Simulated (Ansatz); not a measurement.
# BeAl3 (I4/mmm): equation of state with a fit

Where is the equilibrium volume of BeAl3 (I4/mmm), and how stiff is it? A script is to give an equation of state with a fit; the system is BeAl3 (I4/mmm).

Computed with Ansatz 0.2.0 through its Python package. Level of theory: DFT PBE, plane waves, PAW.

### 1 The structure

It takes space group I4/mmm (No. 139, tetragonal). Conventional cell: a = 3.884 Å, b = 3.884 Å, c = 7.704 Å, α = 90.00°, β = 90.00°, γ = 90.00°. Be (site symmetry 4/mmm) is surrounded by 12 Al at 2.74 to 2.75 Å. Al (site symmetry -4m2) has 4 Be at 2.74 Å and 8 Al at 2.74 to 2.75 Å as nearest neighbours. Al (site symmetry 4/mmm) is surrounded by 8 Al at 2.74 Å and 4 Be at 2.75 Å.

The script holds or builds the structure itself.

### 2 Script

run_eos.py reads:

```python
'''Equation of state of BeAl3.'''

import ansatz as az
import numpy as np
from pymatgen.analysis.eos import EOS

VECTORS = np.array([
    [-1.942191, 1.942191, 3.851893],
    [1.942191, -1.942191, 3.851893],
    [1.942191, 1.942191, -3.851893],
])
SITES = [
    ('Be', [0.0, 0.0, 0.0]),
    ('Al', [0.75, 0.25, 0.5]),
    ('Al', [0.25, 0.75, 0.5]),
    ('Al', [0.5, 0.5, 0.0]),
]


def build(cell):
    crystal = az.Crystal(lattice=az.Lattice.of(cell))
    for symbol, position in SITES:
        crystal = crystal.atom(symbol, position)
    return crystal

# uniform scaling of the cell
volumes, energies = [], []
for scale in np.linspace(0.92, 1.08, 7):
    cell = VECTORS * scale ** (1 / 3)
    job = (
        build(cell).calculation()
        .functional(az.Functional.PBE)
        .pseudopotentials('paw')
        .occupations('cold', width=0.1)
        .basis(500)
        .kpoints(8, 8, 8)
    )
    summary = job.run().report
    volumes.append(abs(np.linalg.det(cell)) / len(SITES))
    energies.append(summary['free_energy_ev'] / len(SITES))
    print(f'V = {volumes[-1]:8.4f} A^3/atom  F = {energies[-1]:.5f} eV/atom')

for form in ['murnaghan', 'birch_murnaghan']:
    fit = EOS(eos_name=form).fit(volumes, energies)
    print(f'{form:18s} V0 {fit.v0:8.4f} A^3/atom  B0 {fit.b0_GPa:7.1f} GPa  B1 {fit.b1:5.2f}')
```

### 3 What the engine is handed

The engine receives this input (first run):

```yaml
crystal:
  lattice:
    - [-1.8889532649828262, 1.8889532649828262, 3.746308091590628]
    - [1.8889532649828262, -1.8889532649828262, 3.746308091590628]
    - [1.8889532649828262, 1.8889532649828262, -3.746308091590628]
  atoms:
    - { symbol: Be, position: [0.0, 0.0, 0.0] }
    - { symbol: Al, position: [0.75, 0.25, 0.5] }
    - { symbol: Al, position: [0.25, 0.75, 0.5] }
    - { symbol: Al, position: [0.5, 0.5, 0.0] }
basis:
  ecutwfc: 500.0
kpoints:
  mp_grid:
    grid: [8, 8, 8]
hamiltonian:
  xc: pbe
  pseudopotentials:
    kind: paw
scf:
  occupations:
    method: cold
    width: 0.1
```

### 4 Running it

Launch:

```sh
python run_eos.py
```

**Question.** Estimate the equilibrium volume and the bulk modulus.

**Answer**, as computed:

| quantity | value |
| --- | --- |
| runs compared | 7 |
| range of energy | 36.04 meV/atom |
| lowest point, volume (Å³/atom) | 14.530 |
| equilibrium volume (fit) | 14.66 Å³/atom |
| bulk modulus (fit) | 88 GPa |

A third-order Birch-Murnaghan fit through the 7 points has its minimum at 14.66 Å³ an atom, 0.9 % above the typed cell, with a bulk modulus of 88 GPa and dB/dP = 4.0. From that minimum the energy rises by 36.3 meV an atom on the compressed side and 18.0 meV on the expanded side. Caveats:
- Shape and fractional positions are held along the curve, so the bulk modulus is an upper value where they are free to relax.
- The mesh is modest for a metal, so energies can be off by several to tens of meV an atom and pressures by half a GPa or more; differences at equal mesh fare better.
- This cell is a computed structure, which may not be the phase found in nature.
